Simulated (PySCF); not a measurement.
# C2H6I2Se (SeI2Me2): the cost of one run

Programs: PySCF 2.14.0, with routines of our own; each step states its level. All values are computed. Atoms count from 0.

## 1. The starting structure

11 atoms, charge 0, multiplicity 1; geometry from: GFN2-xTB.

## 2. NMR shieldings: PBE/pcJ-1 I:dyall-v2z Se:dyall-v2z, non-relativistic

Job settings and geometry (Å):

```
{"job": {"kind": "hnmr", "xc": "PBE", "basis": {"default": "pcJ-1", "I": "dyall-v2z", "Se": "dyall-v2z"}, "rel": "nr"}, "charge": 0, "multiplicity": 1}
Se    -0.613480    -0.796960     0.014460
I     -0.696640    -0.847260     2.686250
I     -0.682640    -0.945580    -2.654460
C      1.323910    -0.705950    -0.005270
H      1.695990    -1.726990    -0.113080
H      1.679270    -0.277950     0.931060
H      1.640770    -0.106860    -0.858170
C     -1.021200     1.099180    -0.001620
H     -2.103160     1.198590     0.106840
H     -0.701070     1.533960    -0.947510
H     -0.521770     1.575810     0.841490
```

With the program's defaults for keys left out, this is: PBE/pcJ-1 I:dyall-v2z Se:dyall-v2z GIAO NMR shielding, non-relativistic, Gaussian nuclei, gas phase.

Run with:

```console
$ OMP_NUM_THREADS=1 python heavy_run.py task.json out
```

The driver reads the jobs from task.json and runs them one after another.

Q: Estimate the wall time and peak memory of this first job on 1 thread of Arm Neoverse V1, shared host.

About 62 s, with a peak of 1.6 GiB.
